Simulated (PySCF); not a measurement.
# CeH3N (Ce(NH3)3+): the cost of one run

Computed with PySCF 2.14.0. Level: PBE0, Ce lcecp-1-SVP with ECP47, N def2-SVP, H def2-SVP; scalar-relativistic core potentials, no spin–orbit coupling.

1 further run of the same task is left out (for a known fault of the program).

## Step 1: Where the work starts

5 atoms, charge 3, spin multiplicity 1.

Bond lengths: Ce1–N2 2.607 Å, N2–H3 1.020 Å, N2–H4 1.020 Å, N2–H5 1.020 Å. Angles: Ce1–N2–H3 113.0°, Ce1–N2–H4 113.0°, Ce1–N2–H5 113.0°, H3–N2–H4 105.8°, H3–N2–H5 105.8°, H4–N2–H5 105.8°.

As a file:

```xyz
5

Ce    0.0000    0.0000    0.0000
N     0.0000    0.0000    2.6075
H     0.9392    0.0000    3.0055
H    -0.4696    0.8133    3.0055
H    -0.4696   -0.8133    3.0055
```

Formal oxidation states: Ce +3. Each metal's 1 4f electrons lie in its core potential, so multiplicities, spins and levels count the valence alone.

## Step 2: SCF at the start, singlet

run.py (the lines that set the calculation) reads:

```python
mol = gto.M(atom='''
Ce     0.00000     0.00000     0.00000
N      0.00000     0.00000     2.60750
H      0.93920     0.00000     3.00550
H     -0.46960     0.81330     3.00550
H     -0.46960    -0.81330     3.00550''',
    basis={'Ce': 'lcecp-1-SVP', 'N': 'def2-SVP', 'H': 'def2-SVP'},
    ecp={'Ce': 'lcecp-1-SVP'},
    charge=3, spin=0)
mf = dft.RKS(mol, xc='PBE0')
mf.grids.atom_grid = (50, 194)  # f atoms: unpruned, at least (60, 302)
mf = mf.density_fit()  # fitting sets: Ce AutoAux, N def2-universal-JKFIT, H def2-universal-JKFIT
mf.conv_tol = 1e-08; mf.max_cycle = 55
mf.kernel(dm0)  # dm0: free metal ions and neutral atoms
```

The run is started by

```bash
OMP_NUM_THREADS=2 python run.py
```

**Question.** How long does this run take on 2 threads of Arm Neoverse V1, shared host, and how much memory does it need?

About 1.8 s, with a peak of 0.37 GiB.
